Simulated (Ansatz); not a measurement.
This script makes vertical spin-state energies of GeH₅ISSi, SMILES S[SiH2][GeH2][I] with Ansatz 0.2.0, Python API.

Input file `geh5issi.xyz`:
```text
9

S    -1.55290    1.50810    0.93310
Si    0.36550    1.02340    0.25330
Ge    0.44880   -1.25870   -0.08980
I    -1.13750   -1.92640   -1.84340
H    -2.18690    1.04660   -0.27350
H     1.35440    1.43890    1.26950
H     0.68630    1.71910   -1.00700
H     1.94510   -1.62680   -0.55660
H     0.16580   -1.97040    1.29710
```

`spin_geh5issi.py`:
```python
"""Vertical spin-state energies of GeH5ISSi."""

import ansatz as az

mol = az.Crystal.molecule_from_extxyz("geh5issi.xyz")

job = mol.calculation()
job = job.basis(gaussian="def2-SVP")
job = job.functional("b3lyp")
found = {}
for unpaired in [0, 2]:
    r = job.spin("collinear", total=unpaired).run(threads=1).report
    s = unpaired / 2
    found[unpaired] = r["free_energy_ev"]
    print(f"2S+1 = {unpaired + 1}: E = {found[unpaired]:.5f} eV, <S^2> = {abs(r['mean_field']['state']['spin_squared']):.3f} (pure state {s * (s + 1):.2f})")
lowest = min(found, key=found.get)
for unpaired, e in found.items():
    print(f"multiplicity {unpaired + 1}: {23.060548 * (e - found[lowest]):.1f} kcal/mol above the lowest")
```

Which spin state is lowest at this geometry, and how far above lie the others?

In order: multiplicity 1 (+0.00 eV) and multiplicity 3 (+4.46 eV), all at the one geometry.

What the script printed:

Output of `python spin_geh5issi.py`:
```text
2S+1 = 1: E = -83406.89208 eV, <S^2> = 0.000 (pure state 0.00)
2S+1 = 3: E = -83402.42904 eV, <S^2> = 2.003 (pure state 2.00)
multiplicity 1: 0.0 kcal/mol above the lowest
multiplicity 3: 102.9 kcal/mol above the lowest
```

Total energies depend on the basis set; only differences at equal settings carry meaning. The geometry is a force-field or estimated start, not a minimum of this method, and the basis set is short of its limit. All parts are taken at fixed geometry, without zero-point energy. def2 sets replace the cores of elements past krypton by effective core potentials. b3lyp holds the VWN-RPA fit, as in Gaussian; the form of ORCA and Turbomole is b3lyp5. Spin-orbit coupling, which mixes and shifts the spin states of heavy atoms, is left out. Wall time of the script: 51 s on 1 thread of Arm Neoverse V1, with other jobs on the host, peak memory 0.64 GiB.

(Lines on the test bed's own set-up are left out of the output.)
